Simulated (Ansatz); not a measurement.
**TiC+ (quartet): wave-function methods side by side, def2-SVP**

An exercise on one series of results from a longer session: the logs are not shown, and one member is left open.

The runs use Ansatz 0.2.0, Gaussian basis; def2-SVP, core rule «outside noble gas», up to 10 orbitals frozen.

To be run: UHF; CCSD(T) on ROHF; CCSD(T) on UHF; CISD; CCSDT(Q) on ROHF; CCSDT(Q) on UHF.

10 further runs of the same task are left out: 4 for a known fault of the program, 2 that didn't finish, 4 set aside as unsound or not needed.

### The geometry

The geometry is a PBE0/def2-TZVP stationary point (not a proven minimum) of the parent state, kept for this charge and spin.

2 atoms, charge 1, spin multiplicity 4.

Atoms are counted from 1 here; the program's logs count them from 0.

Bond lengths: Ti1–C2 2.000 Å.

Set-up of the first run:

in.yaml

```yaml
crystal:
  periodic: [false, false, false]
  atoms:
    - {symbol: Ti, position_ang: [0.000000, 0.000000, 0.000000]}
    - {symbol: C, position_ang: [0.000000, 0.000000, 2.000400]}
basis:
  gaussian: {orbitals: def2-SVP}
total_charge: 1
magnetization: {spin_polarized: true, initial_magnetization: 3}
hamiltonian: {xc: hf}
output: {orbitals: {seedname: orbitals}}
```

Run with:

```sh
$ ansatz run in.yaml --threads 1 --pin off --events-out ev --progress --plain --max-ram 2393MiB
```

Among the steps run: UHF; CCSD(T) on ROHF; CCSD(T) on UHF; CISD; CCSDT(Q) on ROHF; CCSDT(Q) on UHF.

One table of the session follows, with a row left open; its other results are not shown here.

It belongs to the step «Misses and costs». 

```
   method  from RCCSDT(Q) (meV)
      UHF               +3984.0
     RMP2               +2025.1
     UMP2               +1621.0
    RCCSD                     ?
    UCCSD                +459.3
 RCCSD(T)                +126.2
 UCCSD(T)                +182.7
   RCCSDT                 +75.1
   UCCSDT                 +36.1
RCCSDT(Q)                     0
UCCSDT(Q)                 -32.2
```

Q: Estimate the row for RCCSD from the others.

**Answer.** from RCCSDT(Q) (meV): +578.9. In the column «from RCCSDT(Q) (meV)» it lies between UCCSD (+459.3) and UMP2 (+1621.0).

Not comparable, so not listed: CISD (they don't share determinant, frozen orbitals or solution with the rows shown, or repeat one).

Left out of the table: ROHF (another determinant or state than the rows shown).

Caveats from the session: The determinant is far from a pure spin state, so its energy mixes those of several spin states (harmless only where they are near-degenerate, as at dissociation). Warnings: spin contamination; coupled cluster took another determinant than the lowest; large T1 diagnostic. Restricted and unrestricted rows rest on different reference determinants; where their highest levels disagree by more than a few hundredths of an eV, they describe different states and don't form one ladder.
